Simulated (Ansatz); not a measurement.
NiMoIrPdW:

```
CELL_PARAMETERS angstrom
-1.37004 1.37004 9.71647
1.37004 -1.37004 9.71647
1.37004 1.37004 -9.71647
ATOMIC_POSITIONS crystal
Ni 0.19862 0.19862 0.00000
Mo 0.60922 0.60922 0.00000
Pd 0.79310 0.79310 0.00000
Ir 0.39944 0.39944 0.00000
W 0.99565 0.99565 0.00000
```

The cell was built by a generator and needn't be a form met in nature.

Base run:

* Program: Ansatz 0.2.0
* Functional: PBE
* Potentials or basis: Ansatz PAW
* Cutoff: 420 eV (not typed: the program's choice for these potentials)
* k mesh: 13 × 13 × 13
* Occupations: fermi-dirac, width 0.05 eV
* Spin: collinear spin, ferromagnetic start
* Starting moments: [1.0, 1.0, 0.0, 0.6, 0.0] μB
* Hubbard terms: Ir d U = 4 eV, Mo d U = 4 eV, Ni d U = 4 eV, Pd d U = 4 eV, W d U = 4 eV

Its results: band gap on the k mesh none (metal or under the smearing width); pressure 5.5 GPa; net moment -0.78 μB per cell; largest force 1.017 eV/Å.

Task: The run is repeated on the same cell with these changes: hubbard terms from Ir d U = 4 eV, Mo d U = 4 eV, Ni d U = 4 eV, Pd d U = 4 eV, W d U = 4 eV to Ir d U = 2 eV, Mo d U = 2 eV, Ni d U = 2 eV, Pd d U = 2 eV, W d U = 2 eV. What comes out?

Result: Band gap on the k mesh none (metal or under the smearing width); pressure 0.3 GPa; net moment 0.00 μB per cell; largest force 0.068 eV/Å.

Caveats: the magnetic or orbital state may not be the lowest; the U is typed as a test and isn't derived for this compound; forces of over 1 eV/Å show positions far from the minimum, so gaps and moduli don't describe the material at rest (some runs); the starting moments weren't kept (some runs).
